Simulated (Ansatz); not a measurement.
# HOTa: the cost of one run

Method: def2-QZVPP, core rule «outside noble gas», up to 5 orbitals frozen; program: Ansatz 0.2.0, Gaussian basis.

To be run: UHF; ROHF; CCSD(T) on UHF.

2 further runs of the same task are left out: 2 set aside as unsound or not needed.

### Step 1. The system

The geometry is a PBE0/def2-TZVP stationary point (not a proven minimum) of the parent state, kept for this charge and spin. No spin-orbit coupling is included. Elements past krypton take def2 core potentials.

3 atoms, charge 1, spin multiplicity 2.

Atoms are counted from 1 here; the program's logs count them from 0.

Bond lengths: Ta1–O2 1.802 Å, O2–H3 0.954 Å. Angles: Ta1–O2–H3 180.0°.

### Step 2. UHF

The input, in.yaml:

```yaml
crystal:
  periodic: [false, false, false]
  atoms:
    - {symbol: Ta, position_ang: [0.000000, 0.000000, 1.519200]}
    - {symbol: O, position_ang: [0.000000, 0.000000, -0.282800]}
    - {symbol: H, position_ang: [0.000000, 0.000000, -1.236400]}
basis:
  gaussian: {orbitals: "def2-QZVPP.json"}
total_charge: 1
magnetization: {spin_polarized: true, initial_magnetization: 1}
hamiltonian: {xc: hf}
output: {orbitals: {seedname: orbitals}}
```

Launch:

```sh
$ ansatz run in.yaml --threads 1 --pin off --events-out ev --progress --plain --max-ram 4096MiB --backend cpu
```

Q: Estimate wall time and peak memory on 1 thread of AMD EPYC 7R13, shared host.

About 30 s, with a peak of 0.4 GiB.
